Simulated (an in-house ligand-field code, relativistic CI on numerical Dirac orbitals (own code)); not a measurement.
# d5 in a ligand field: terms for several parameter sets

Aim: the terms of a d5 shell from Racah B and C, spin-orbit ζ and the field, by exact diagonalisation.

Program: an in-house ligand-field code version 1. Level of theory: parametric ligand-field model of a d^n configuration (Racah B and C, spin-orbit zeta, crystal field), exact diagonalisation. These are calculated values, not measurements, unless marked.

## Step 1: The system

- shell: d5
- set 1 (cm⁻¹): B = 650, C = 3240, ζ = 850, Oh, 10Dq = 7700
- set 2 (cm⁻¹): B = 610, C = 3130, ζ = 2000, Oh, 10Dq = 34400
- set 3 (cm⁻¹): B = 1120, C = 5340, ζ = 390, Oh, 10Dq = 11150
- set 4 (cm⁻¹): B = 570, C = 2040, ζ = 3500, Oh, 10Dq = 9900
- set 5 (cm⁻¹): B = 350, C = 1540, ζ = 3850, Oh, 10Dq = 11400
- set 6 (cm⁻¹): B = 950, C = 4710, ζ = 750, Td, 10Dq = -7250
- set 7 (cm⁻¹): B = 530, C = 2730, ζ = 2150, Oh, 10Dq = 30850
- set 8 (cm⁻¹): B = 610, C = 2560, ζ = 3350, Oh, 10Dq = 24900

## Step 2: Set 1

Input settings:

```ini
n = 5
racah_B = 650  # cm-1
racah_C = 3240  # cm-1
zeta = 850  # cm-1
symmetry = Oh
field = {"10Dq": 7700}  # cm-1
```

The program writes no log. Results of the run, from its result record (rounded, main fields):

```text
{
  "status": "converged",
  "terms [E_cm, degeneracy, irrep, S, n_eg]": [
    [0, 2, "G7", 2.495, 1.997],
    [0.12763759, 4, "G8", 2.495, 1.997],
    [16921.946, 2, "G7", 1.458, 1.021],
    [17147.594, 4, "G8", 1.492, 1.063],
    [17343.11, 4, "G8", 1.495, 1.083],
    [17540.406, 2, "G6", 1.498, 1.089],
    [20150.466, 2, "G7", 1.463, 1.37],
    [20287.663, 4, "G8", 1.474, 1.351],
    [20602.224, 2, "G6", 1.496, 1.364],
    [20649.476, 4, "G8", 1.496, 1.364],
    [22592.352, 4, "G8", 1.473, 1.964],
    [22645.184, 2, "G7", 1.469, 1.941],
    [22731.9, 2, "G6", 1.492, 1.99],
    [22737.274, 4, "G8", 1.495, 1.996],
    [22748.814, 2, "G7", 0.663, 0.3521],
    [23870.727, 4, "G8", 0.592, 0.3344],
    [25144.26, 4, "G8", 1.493, 1.847],
    [25233.045, 2, "G6", 1.493, 1.832],
    [25846.863, 4, "G8", 1.488, 1.805],
    [25992.987, 2, "G7", 1.441, 1.726],
    [27106.271, 2, "G7", 1.481, 2.013],
    [27171.745, 4, "G8", 1.479, 2.002],
    "... 18 more rows left out ..."
  ],
  "n_levels_all": 84
}
```

It took 0.26 s on 1 thread, shared host.

## Step 3: Set 2

Input settings:

```ini
n = 5
racah_B = 610  # cm-1
racah_C = 3130  # cm-1
zeta = 2000  # cm-1
symmetry = Oh
field = {"10Dq": 34400}  # cm-1
```

Result record:

```text
{
  "status": "converged",
  "terms [E_cm, degeneracy, irrep, S, n_eg]": [
    [0, 2, "G7", 0.5383, 0.06425],
    [3592.9292, 4, "G8", 0.5278, 0.05087],
    [21323.139, 4, "G8", 1.548, 1.058],
    [21967.439, 2, "G7", 1.556, 1.052],
    [22798.094, 4, "G8", 1.493, 1.013],
    [23341.328, 2, "G6", 1.495, 1.015],
    [26962.392, 2, "G6", 1.49, 1.018],
    [27158.867, 4, "G8", 1.493, 1.022],
    [27573.385, 4, "G8", 1.472, 1.027],
    [27717.023, 2, "G7", 1.454, 1.031],
    [32484.935, 4, "G8", 0.5381, 1.025],
    [33239.583, 4, "G8", 2.434, 1.936],
    [33243.475, 2, "G7", 2.382, 1.9],
    [33386.175, 2, "G7", 0.6922, 1.056],
    [34479.134, 2, "G6", 0.5226, 1.02],
    [35088.618, 2, "G7", 0.5871, 1.033],
    [35885.671, 4, "G8", 0.5684, 1.03],
    [37234.686, 4, "G8", 0.5363, 1.028],
    [40740.363, 4, "G8", 0.53, 1.058],
    [41269.243, 2, "G6", 0.5324, 1.053],
    [42737.264, 4, "G8", 0.5305, 1.039],
    [44029.211, 2, "G7", 0.5252, 1.039],
    "... 18 more rows left out ..."
  ],
  "n_levels_all": 84
}
```

Wall time 0.27 s (1 thread, shared host).

## Step 4: Set 3

Input settings:

```ini
n = 5
racah_B = 1120  # cm-1
racah_C = 5340  # cm-1
zeta = 390  # cm-1
symmetry = Oh
field = {"10Dq": 11150}  # cm-1
```

Result record:

```text
{
  "status": "converged",
  "terms [E_cm, degeneracy, irrep, S, n_eg]": [
    [0, 6, "G7+G8", 2.5, 2],
    [30327.88, 2, "G7", 1.498, 1.085],
    [30345.964, 4, "G8", 1.499, 1.087],
    [30426.43, 4, "G8", 1.5, 1.091],
    [30484.296, 2, "G6", 1.5, 1.093],
    [35121.255, 2, "G7", 1.499, 1.481],
    [35183.322, 4, "G8", 1.498, 1.475],
    [35300.887, 2, "G6", 1.5, 1.472],
    [35306.401, 4, "G8", 1.5, 1.472],
    [37890.23, 4, "G8", 1.499, 1.999],
    [37894.368, 2, "G7", 1.499, 1.999],
    [37903.778, 2, "G6", 1.499, 1.999],
    [37904.691, 4, "G8", 1.5, 2],
    [41271.379, 2, "G7", 0.5069, 0.2342],
    [41864.272, 4, "G8", 0.5116, 0.2554],
    [43072.836, 4, "G8", 1.499, 1.77],
    [43089.272, 2, "G6", 1.5, 1.768],
    [43384.248, 4, "G8", 1.496, 1.761],
    [43536.474, 2, "G7", 1.497, 1.762],
    [45713.715, 2, "G7", 1.499, 2.003],
    [45728.594, 4, "G8", 1.499, 2.001],
    [45746.028, 2, "G6", 1.499, 2],
    "... 18 more rows left out ..."
  ],
  "n_levels_all": 83
}
```

Wall time 0.26 s (1 thread, shared host).

## Step 5: Set 4

Input settings:

```ini
n = 5
racah_B = 570  # cm-1
racah_C = 2040  # cm-1
zeta = 3500  # cm-1
symmetry = Oh
field = {"10Dq": 9900}  # cm-1
```

Result record:

```text
{
  "status": "converged",
  "terms [E_cm, degeneracy, irrep, S, n_eg]": [
    [0, 2, "G7", 1.686, 1.188],
    [1621.7495, 4, "G8", 2.181, 1.748],
    [5390.9614, 2, "G7", 1.788, 1.242],
    [9498.5405, 4, "G8", 1.15, 0.8377],
    [10415.843, 4, "G8", 1.492, 1.192],
    [12438.193, 2, "G6", 1.457, 1.143],
    [12829.336, 4, "G8", 1.415, 1.167],
    [13403.037, 2, "G7", 1.405, 1.335],
    [14699.505, 4, "G8", 1.165, 1.366],
    [15002.313, 2, "G6", 1.423, 1.22],
    [15337.784, 4, "G8", 1.245, 1.187],
    [15700.285, 2, "G7", 1.065, 1.293],
    [16958.719, 4, "G8", 1.168, 1.209],
    [17251.897, 2, "G7", 1.192, 1.249],
    [17695.211, 2, "G6", 1.044, 1.569],
    [18832.241, 4, "G8", 1.205, 1.777],
    [19842.251, 4, "G8", 1.372, 1.927],
    [20716.476, 2, "G7", 1.171, 1.293],
    [20945.213, 2, "G6", 1.376, 1.848],
    [21113.342, 4, "G8", 1.141, 1.464],
    [22420.896, 4, "G8", 1.177, 1.667],
    [22829.921, 2, "G7", 1.313, 1.886],
    "... 18 more rows left out ..."
  ],
  "n_levels_all": 84
}
```

Wall time 0.27 s (1 thread, shared host).

## Step 6: Set 5

Input settings:

```ini
n = 5
racah_B = 350  # cm-1
racah_C = 1540  # cm-1
zeta = 3850  # cm-1
symmetry = Oh
field = {"10Dq": 11400}  # cm-1
```

Result record:

```text
{
  "status": "converged",
  "terms [E_cm, degeneracy, irrep, S, n_eg]": [
    [0, 2, "G7", 1.008, 0.5906],
    [5712.9916, 4, "G8", 1.687, 1.328],
    [8995.0586, 4, "G8", 0.95, 0.6297],
    [10001.275, 2, "G7", 1.941, 1.465],
    [12356.814, 4, "G8", 1.509, 1.248],
    [13856.474, 2, "G6", 1.435, 1.154],
    [14263.776, 4, "G8", 1.32, 1.286],
    [14828.999, 2, "G7", 1.277, 1.276],
    [15746.319, 2, "G6", 1.381, 1.146],
    [15801.065, 4, "G8", 1.187, 1.161],
    [16506.722, 4, "G8", 1.3, 1.286],
    [16624.437, 2, "G7", 0.985, 1.366],
    [17504.349, 4, "G8", 1.542, 1.452],
    [18079.076, 2, "G6", 0.8092, 1.35],
    [18683.216, 2, "G7", 1.513, 1.355],
    [18978.918, 4, "G8", 0.9209, 1.442],
    [21992.552, 2, "G7", 1.208, 1.216],
    [22161.793, 4, "G8", 1.282, 1.805],
    [22692.144, 4, "G8", 1.133, 1.247],
    [22999.312, 2, "G6", 1.201, 1.731],
    [23217.428, 4, "G8", 0.9901, 1.413],
    [24762.702, 2, "G7", 1.234, 1.763],
    "... 18 more rows left out ..."
  ],
  "n_levels_all": 84
}
```

Wall time 0.26 s (1 thread, shared host).

## Step 7: Set 6

Input settings:

```ini
n = 5
racah_B = 950  # cm-1
racah_C = 4710  # cm-1
zeta = 750  # cm-1
symmetry = Td
field = {"10Dq": -7250}  # cm-1
```

Result record:

```text
{
  "status": "converged",
  "terms [E_cm, degeneracy, irrep, S, n_eg]": [
    [0, 6, "G7+G8", 2.498, 2.001],
    [28643.868, 2, "G6", 1.499, 2.87],
    [28667.308, 4, "G8", 1.497, 2.865],
    [28760.063, 2, "G7", 1.495, 2.863],
    [28795.205, 4, "G8", 1.497, 2.859],
    [31687.774, 2, "G6", 1.499, 2.377],
    [31706.072, 4, "G8", 1.498, 2.377],
    [31863.567, 4, "G8", 1.496, 2.378],
    [31986.787, 2, "G7", 1.496, 2.365],
    [33025.651, 4, "G8", 1.496, 2.004],
    [33036.179, 2, "G7", 1.497, 2.003],
    [33064.787, 2, "G6", 1.498, 2.002],
    [33071.681, 4, "G8", 1.499, 2.001],
    [37607.506, 2, "G7", 1.494, 2.313],
    [37920.959, 4, "G8", 1.495, 2.272],
    [38376.318, 4, "G8", 1.498, 2.23],
    [38498.114, 2, "G6", 1.499, 2.257],
    [39513.841, 2, "G7", 1.494, 1.966],
    [39622.411, 4, "G8", 1.484, 2.014],
    [39726.061, 2, "G6", 1.498, 1.998],
    [40439.107, 4, "G8", 0.546, 3.608],
    [41402.734, 2, "G7", 0.519, 3.555],
    "... 18 more rows left out ..."
  ],
  "n_levels_all": 83
}
```

Wall time 0.27 s (1 thread, shared host).

## Step 8: Set 7

Input settings:

```ini
n = 5
racah_B = 530  # cm-1
racah_C = 2730  # cm-1
zeta = 2150  # cm-1
symmetry = Oh
field = {"10Dq": 30850}  # cm-1
```

Result record:

```text
{
  "status": "converged",
  "terms [E_cm, degeneracy, irrep, S, n_eg]": [
    [0, 2, "G7", 0.5508, 0.07503],
    [3893.0933, 4, "G8", 0.5379, 0.05813],
    [19653.021, 4, "G8", 1.549, 1.066],
    [20482.87, 2, "G7", 1.564, 1.06],
    [21342.506, 4, "G8", 1.491, 1.016],
    [21953.853, 2, "G6", 1.492, 1.017],
    [24929.227, 2, "G6", 1.485, 1.019],
    [25171.395, 4, "G8", 1.487, 1.024],
    [25563.578, 4, "G8", 1.457, 1.029],
    [25675.985, 2, "G7", 1.432, 1.034],
    [29537.295, 4, "G8", 0.5546, 1.03],
    [30560.458, 2, "G7", 0.5739, 1.027],
    [31535.396, 4, "G8", 2.4, 1.914],
    [31548.825, 2, "G7", 2.357, 1.883],
    [31682.197, 2, "G6", 0.5306, 1.025],
    [32179.251, 2, "G7", 0.776, 1.076],
    [32987.673, 4, "G8", 0.6347, 1.042],
    [34115.993, 4, "G8", 0.5635, 1.034],
    [36769.897, 4, "G8", 0.5406, 1.063],
    [37521.604, 2, "G6", 0.5431, 1.055],
    [38859.765, 4, "G8", 0.5421, 1.046],
    [40137.784, 2, "G7", 0.5336, 1.044],
    "... 18 more rows left out ..."
  ],
  "n_levels_all": 84
}
```

Wall time 0.26 s (1 thread, shared host).

## Step 9: Set 8

Input settings:

```ini
n = 5
racah_B = 610  # cm-1
racah_C = 2560  # cm-1
zeta = 3350  # cm-1
symmetry = Oh
field = {"10Dq": 24900}  # cm-1
```

Result record:

```text
{
  "status": "converged",
  "terms [E_cm, degeneracy, irrep, S, n_eg]": [
    [0, 2, "G7", 0.6712, 0.1961],
    [6489.236, 4, "G8", 0.6701, 0.172],
    [14701.702, 4, "G8", 1.675, 1.209],
    [16445.419, 2, "G7", 1.796, 1.265],
    [18566.244, 4, "G8", 1.489, 1.051],
    [19608.299, 2, "G6", 1.481, 1.04],
    [22643.316, 4, "G8", 1.579, 1.2],
    [22731.995, 2, "G6", 1.464, 1.044],
    [23032.606, 2, "G7", 1.367, 1.112],
    [23235.158, 4, "G8", 1.395, 1.058],
    [25568.719, 4, "G8", 1.752, 1.486],
    [25665.893, 2, "G7", 2.093, 1.637],
    [25783.8, 4, "G8", 1.242, 1.201],
    [27312.058, 2, "G7", 0.7034, 1.093],
    [28826.951, 2, "G6", 0.5975, 1.088],
    [29943.113, 2, "G7", 0.8809, 1.08],
    [30861.253, 4, "G8", 0.7659, 1.085],
    [31838.295, 4, "G8", 0.6528, 1.088],
    [33418.339, 4, "G8", 0.6568, 1.161],
    [35227.261, 2, "G6", 0.6724, 1.157],
    [36882.858, 4, "G8", 0.7086, 1.177],
    [38647.694, 2, "G7", 0.6875, 1.185],
    "... 18 more rows left out ..."
  ],
  "n_levels_all": 84
}
```

Wall time 0.27 s (1 thread, shared host).

## Step 10: The sets side by side

| set | 10Dq/B (size) | lowest | S | electrons in z² and x²-y² | next level (cm⁻¹) |
| --- | --- | --- | --- | --- | --- |
| 1: Oh | 11.8 | G7 | 2.49 | 2.00 | G8 0.13 |
| 2: Oh | 56.4 | G7 | 0.54 | 0.06 | G8 3593 |
| 3: Oh | 10.0 | G7+G8 | 2.50 | 2.00 | G7 30328 |
| 4: Oh | 17.4 | G7 | 1.69 | 1.19 | G8 1622 |
| 5: Oh | 32.6 | G7 | 1.01 | 0.59 | G8 5713 |
| 6: Td | 7.6 | G7+G8 | 2.50 | 2.00 | G6 28644 |
| 7: Oh | 58.2 | G7 | 0.55 | 0.08 | G8 3893 |
| 8: Oh | 40.8 | G7 | 0.67 | 0.20 | G8 6489 |

## Step 11: Outcome

| quantity | value |
| --- | --- |
| lowest spin-orbit levels | 1: G7, 2: G7, 3: G7+G8, 4: G7, 5: G7, 6: G7+G8, 7: G7, 8: G7 |
| sets at their largest spin, of those that allow S over 1 | 1, 3, 6 |

**Reading.** 3 of 8 sets have the highest spin that their shell allows, S = 5/2. A negative 10Dq stands for a tetrahedral field. With spin-orbit coupling the labels are those of spin-orbit levels, not of terms, and S is an average from the expectation value of its square. B, C and the field are free parameters here, not those of a compound.
